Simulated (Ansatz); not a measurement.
# Cl₂H₆Si₂Sn: one species, many methods

How much do the methods differ for Cl₂H₆Si₂Sn? The plan is to run it at one geometry with functionals of several rungs and with coupled cluster, and see how far each lands from CCSD(T) at the basis-set limit for the atomisation energy.

Computed with Ansatz 0.2.0, Gaussian basis. Level: functionals in def2-TZVPP, the program's frozen cores in correlated methods.

The runs, in order: LDA (SPW92), PBE-D4, revPBE-D4, BLYP-D4, r2SCAN-D4, B97M-V, PBE0-D4, B3LYP-D4, r2SCANh-D4, r2SCAN0-D4, HSE06-D4, BHLYP-D4, CAM-B3LYP-D4, LC-ωPBE, ωB97X-V, ωB97M-V, B2PLYP, PBE-QIDH; CCSD(T)/def2-SVP; CCSD(T)/def2-TZVPP; MP2/def2-QZVPP; extrapolation to the limit; RPA on PBE.

**1. The relaxed structure**

An earlier PBE0-D4 in a triple-zeta def2 set relaxation fixed the geometry. Sn takes the def2 core potential; no spin-orbit term is included.

SMILES `[SiH3][Sn]([SiH3])([Cl])[Cl]`, 11 atoms, charge 0, spin multiplicity 1.

Atoms are counted from 1 here; the program's logs count them from 0.

Bond lengths: Si1–Sn2 2.568 Å, Si1–H6 1.484 Å, Si1–H7 1.484 Å, Si1–H8 1.482 Å, Sn2–Si3 2.568 Å, Sn2–Cl4 2.345 Å, Sn2–Cl5 2.345 Å, Si3–H9 1.482 Å, Si3–H10 1.484 Å, Si3–H11 1.484 Å. Angles: Sn2–Si1–H6 108.6°, Sn2–Si1–H7 108.7°, Sn2–Si1–H8 107.7°, H6–Si1–H7 110.1°, H6–Si1–H8 110.8°, H7–Si1–H8 110.8°, Si1–Sn2–Si3 127.5°, Si1–Sn2–Cl4 105.6°, Si1–Sn2–Cl5 105.6°, Si3–Sn2–Cl4 105.6°, Si3–Sn2–Cl5 105.6°, Cl4–Sn2–Cl5 105.0°, Sn2–Si3–H9 107.7°, Sn2–Si3–H10 108.7°, Sn2–Si3–H11 108.6°, H9–Si3–H10 110.8°, H9–Si3–H11 110.8°, H10–Si3–H11 110.1°.

**2. LDA**

This LDA is Slater exchange with PW92 correlation.

The input, in.yaml:

```yaml
crystal:
  periodic: [false, false, false]
  atoms:
    - {symbol: Si, position_ang: [-2.271073, 0.410431, 0.400362]}
    - {symbol: Sn, position_ang: [0.114493, 0.373414, -0.550202]}
    - {symbol: Si, position_ang: [2.136688, -0.930963, 0.347124]}
    - {symbol: Cl, position_ang: [-0.109499, -0.274421, -2.793233]}
    - {symbol: Cl, position_ang: [0.795793, 2.616209, -0.632403]}
    - {symbol: H, position_ang: [-2.218934, 0.919253, 1.793852]}
    - {symbol: H, position_ang: [-2.811022, -0.972161, 0.382213]}
    - {symbol: H, position_ang: [-3.084117, 1.305016, -0.457258]}
    - {symbol: H, position_ang: [3.292505, -0.630297, -0.530670]}
    - {symbol: H, position_ang: [2.404010, -0.493303, 1.740123]}
    - {symbol: H, position_ang: [1.816556, -2.380176, 0.320492]}
basis:
  gaussian: {orbitals: def2-TZVPP}
hamiltonian: {xc: lda}
output: {orbitals: {seedname: orbitals}}
```

Run with:

```bash
ansatz run in.yaml --threads 4 --pin off --events-out ev --progress --plain --max-ram 11315MiB
```

The runs that follow: PBE-D4 (GGA); revPBE-D4 (GGA); BLYP-D4 (GGA); r2SCAN-D4 (meta-GGA); B97M-V (meta-GGA); B3LYP-D4 (hybrid); r2SCANh-D4 (hybrid); r2SCAN0-D4 (hybrid); HSE06-D4 (hybrid); BHLYP-D4 (hybrid); CAM-B3LYP-D4 (range-separated); LC-ωPBE (range-separated); ωB97X-V (range-separated); ωB97M-V (range-separated); B2PLYP (double hybrid); PBE-QIDH (double hybrid); CCSD(T) in def2-SVP; CCSD(T) in def2-TZVPP; MP2 in def2-QZVPP; RPA on PBE orbitals.

Before running them: what should the planned runs give, taken together? Wanted: atomisation energy, CCSD(T)/CBS; farthest beyond LDA; mean size of error, GGA; mean size of error, meta-GGA; mean size of error, hybrid; mean size of error, range-separated; mean size of error, double hybrid; gap, smallest and largest; T1 diagnostic.

The runs gave:

```
                               quantity                                            value
        atomisation energy, CCSD(T)/CBS                                    3075.1 kJ/mol
 functionals within 30.8 kJ/mol (1.0 %)  r2SCAN-D4, B97M-V, r2SCANh-D4, ωB97X-V, ωB97M-V
                    farthest beyond LDA                        revPBE-D4 (-104.9 kJ/mol)
                mean size of error, GGA                                      79.3 kJ/mol
           mean size of error, meta-GGA                                      20.0 kJ/mol
             mean size of error, hybrid                                      50.2 kJ/mol
    mean size of error, range-separated                                      41.8 kJ/mol
      mean size of error, double hybrid                                      78.0 kJ/mol
              gap, smallest and largest        4.23 eV (LDA (SPW92)), 10.91 eV (LC-ωPBE)
                          T1 diagnostic                                           0.0121
triples share of the correlation energy                                            3.6 %
```

LDA overbinds by 314.5 kJ/mol (10 %). PBE-D4 misses by -49.4 kJ/mol. Double hybrids carry the basis error of their MP2 part in triple zeta, and no dispersion term here, so their miss is partly the set-up's. Taken by rung, meta-GGA functionals do best (20.0 kJ/mol on average) and GGA ones worst beyond LDA (79.3 kJ/mol). double hybrid functionals lie within the reference's doubt of that worst mean (78.0 kJ/mol), so those two tie. The reference freezes the cores and leaves out spin-orbit coupling and excitations past (T), and its outer-core shells are covered unevenly, so misses under about 30.8 kJ/mol can't be ranked. All levels share the lack of spin-orbit coupling, which lowers the free heavy atoms and so the true binding. Hartree-Fock recovers 74 % of the binding; the rest is correlation. CCSD(T) in def2-SVP is off by -269.8 kJ/mol, which most functionals beat. Orbital gaps span 4.2 to 10.9 eV; exact exchange widens them. Correlated methods include outer-core shells of Sn, which these sets cover unevenly.
